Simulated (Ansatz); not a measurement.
Input of an Ansatz 0.2.0 run:

input.yaml

```yaml
crystal:
  lattice:
    - [4.671681, 0.0, 0.0]
    - [0.0, 4.671681, 0.0]
    - [0.0, 0.0, 4.671681]
  atoms:
    - { symbol: In, position: [0.5, 0.5, 0.0] }
    - { symbol: In, position: [0.5, 0.0, 0.5] }
    - { symbol: In, position: [0.0, 0.5, 0.5] }
    - { symbol: As, position: [0.0, 0.0, 0.0] }
kpoints:
  mp_grid: { grid: [5, 5, 5] }
  band_path:
    path:
      - [0.0, 0.0, 0.0]
      - [0.0, 0.5, 0.0]
      - [0.5, 0.5, 0.0]
      - [0.0, 0.0, 0.0]
      - [0.5, 0.5, 0.5]
      - [0.0, 0.5, 0.0]
    npoints: 8
scf:
  occupations: { method: methfessel_paxton, width: 0.1 }
hamiltonian:
  xc: lda
  pseudopotentials: { kind: all_electron, lapw: { basis_error: 0.002 } }
magnetization:
  noncollinear: true
  spin_orbit: true
output:
  forces: true
  stress: true
  eigenvalues: true
```

Potentials or basis: all-electron LAPW, relativistic spinors.

Run with:

```bash
$ ansatz run input.yaml --threads 2 --pin off --max-ram 6144MiB --backend cpu --events-out ev --progress --plain --runs-dir out
```

Question: Predict the band gap along the path.

Answer: None (metal or under the smearing width).

Question: What does it give for the pressure?

Answer: -3.5 GPa.

Levels at the corners of the path, in eV from the Fermi level:
| point | band 84 | band 85 | band 86 | band 87 | band 88 | band 89 |
| --- | --- | --- | --- | --- | --- | --- |
| Γ | -2.13 | -2.13 | -2.13 | 1.94 | 1.94 | 1.95 |
| X | -1.49 | -0.35 | -0.35 | -0.04 | -0.04 | -0.01 |
| M | -0.53 | 0.28 | 0.28 | 0.36 | 0.36 | 1.50 |
| Γ | -2.13 | -2.13 | -2.13 | 1.94 | 1.94 | 1.95 |
| R | -4.00 | -4.00 | -4.00 | -3.51 | -3.51 | 4.48 |
| X | -1.49 | -0.35 | -0.35 | -0.04 | -0.04 | -0.01 |

Caveat: the k mesh is thin for a metal, which can move the energy by tens of meV per atom.
